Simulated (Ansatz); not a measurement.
# Sr (Sr, dhcp): the cost of one run

Method: DFT r2SCAN, plane waves (500 eV) with PAW, scalar-relativistic; the PAW data stem from PBE, with regenerated cores, in Ansatz 0.2.0.

### 1 The system as given

Symmetry: P6_3/mmc, No. 194, hexagonal system. The conventional cell has a = 4.303 Å, b = 4.303 Å, c = 14.052 Å, α = 90.00°, β = 90.00°, γ = 120.00°. Sr (site symmetry -3m) is surrounded by 12 Sr at 4.30 Å. Sr (site symmetry -6m2) is surrounded by 12 Sr at 4.30 Å.

Coordinates:

```cif
data_structure
_symmetry_space_group_name_H-M 'P 1'
_symmetry_Int_Tables_number 1
_cell_length_a 4.3025
_cell_length_b 4.3025
_cell_length_c 14.0521
_cell_angle_alpha 90.000
_cell_angle_beta 90.000
_cell_angle_gamma 120.000
_cell_volume 225.28
loop_
_atom_site_label
_atom_site_type_symbol
_atom_site_fract_x
_atom_site_fract_y
_atom_site_fract_z
_atom_site_occupancy
Sr1 Sr 0.00000 0.00000 0.00000 1
Sr2 Sr 0.00000 0.00000 0.50000 1
Sr3 Sr 0.33333 0.66667 0.25000 1
Sr4 Sr 0.66667 0.33333 0.75000 1
```

### 2 Relaxing cell and atoms

Contents of input.yaml:

```yaml
crystal:
  lattice:
    - [4.3025266259, 0.0, 0.0]
    - [-2.1512633129, 3.7260973585, 0.0]
    - [0.0, 0.0, 14.0520519602]
  atoms:
    - { symbol: Sr, position: [0.0, 0.0, 0.0] }
    - { symbol: Sr, position: [0.0, 0.0, 0.5] }
    - { symbol: Sr, position: [0.3333333333, 0.6666666667, 0.25] }
    - { symbol: Sr, position: [0.6666666667, 0.3333333333, 0.75] }
hamiltonian:
  xc: r2scan
  pseudopotentials:
    kind: paw
    azcp:
      Sr: "pseudopotentials/Sr.paw.azcp"
basis:
  ecutwfc: 500
  fft_grid_basis: typed
kpoints:
  mp_grid: { grid: [9, 9, 3], shift: [0, 0, 0] }
magnetization:
  spin_polarized: false
scf:
  occupations: { method: fermi_dirac, width: 0.1 }
relax:
  max_steps: 60
  f_tol: 0.01
  cell: {}
output:
  write_density: true
  write_potential: true
  elf: true
  volumetric_format: npy
```

On the command line:

```console
ansatz run input.yaml --threads 1 --pin off --max-ram 3584MiB --backend cpu --events-out ev --progress --plain --runs-dir out
```

**Question.** How long does this run take on 1 thread of Intel Xeon Platinum 8259CL at 2.50GHz (Skylake/Cascade Lake), shared host, and how much memory does it need?

About 91 s, with a peak of 1.1 GiB.
